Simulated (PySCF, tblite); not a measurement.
# C4H10NPSi2: infrared bands and NMR shifts

Wanted: the infrared bands and NMR shifts of C4H10NPSi2 (`C=CC1=CP1N([SiH3])[SiH3]`), by calculation.

The runs use tblite 0.8.0 and PySCF 2.14.0, with density-fitted response routines of our own; the level of theory stands in each step. All values are computed, except where a source is named. Atoms are numbered from 0 throughout.

### 1 Starting geometry

18 atoms, charge 0, multiplicity 1; geometry from: GFN2-xTB.

Bonds of the start (Å): C0–C1 1.33, C1–C2 1.43, C2–C3 1.32, C3–P4 1.83, P4–N5 1.75, N5–Si6 1.74, N5–Si7 1.74, P4–C2 1.84, C0–H8 1.08, C0–H9 1.08, C1–H10 1.09, C3–H11 1.07, Si6–H12 1.46, Si6–H13 1.46, Si6–H14 1.47, Si7–H15 1.46, Si7–H16 1.46, Si7–H17 1.47.

### 2 Harmonic vibrations with GFN2-xTB

What the job is given:

```
{"job": {"kind": "ir", "xc": "GFN2-xTB", "basis": "xTB"}, "charge": 0, "multiplicity": 1}
C      2.642115     1.333411    -0.498238
C      2.498248     0.091679    -0.044771
C      1.436072    -0.765278    -0.461630
C      0.845415    -1.934977    -0.289274
P     -0.001526    -0.972955    -1.593617
N     -1.302270    -0.198224    -0.723549
Si    -2.395771    -1.203649     0.181445
Si    -1.292518     1.541055    -0.670432
H      1.944741     1.743536    -1.210782
H      3.443847     1.972749    -0.170561
H      3.194373    -0.328654     0.673641
H      0.868273    -2.835765     0.286399
H     -2.491430    -2.469098    -0.546158
H     -3.674892    -0.506059     0.252253
H     -1.863703    -1.434198     1.531961
H     -0.717375     1.993357    -1.939052
H     -2.676646     1.972826    -0.506104
H     -0.465712     2.006561     0.452054
```

**Question.** This job is followed by: GIAO PBE0/pcSseg-1 NMR shielding, non-relativistic, gas phase. What will the session give for the following? strongest single infrared mode (GFN2-xTB); zero-point energy (GFN2-xTB); 13C shifts against TMS (PBE0/pcSseg-1); 1H shifts against TMS (PBE0/pcSseg-1, means over atoms taken as alike); 31P shifts against H3PO4 (PBE0/pcSseg-1); 15N shifts against NH3 (PBE0/pcSseg-1); 29Si shifts against TMS (PBE0/pcSseg-1, means over atoms taken as alike).

As calculated:

| quantity | value |
| --- | --- |
| strongest single infrared mode (GFN2-xTB) | 2298 cm⁻¹, 621 km/mol |
| zero-point energy (GFN2-xTB) | 72.8 kcal/mol |
| 13C shifts against TMS (PBE0/pcSseg-1) | 153.3, 138.8, 138.4, 133.2 ppm |
| 1H shifts against TMS (PBE0/pcSseg-1, means over atoms taken as alike) | 8.71, 7.57, 6.41, 6.35, 4.58 ppm |
| 31P shifts against H3PO4 (PBE0/pcSseg-1) | -150.2 ppm |
| 15N shifts against NH3 (PBE0/pcSseg-1) | 20.7 ppm |
| 29Si shifts against TMS (PBE0/pcSseg-1, means over atoms taken as alike) | -55.0 ppm |

No mode is imaginary among the 48: a minimum at this level. The strongest single mode, at 2298 cm⁻¹, moves mainly H13 and H16. Unscaled tight-binding wavenumbers are off by several per cent, some by more. Its intensities can rank the bands wrongly. At PBE0/pcSseg-1: The largest span, 850 ppm, is at P4, where the paramagnetic term is -497 ppm.
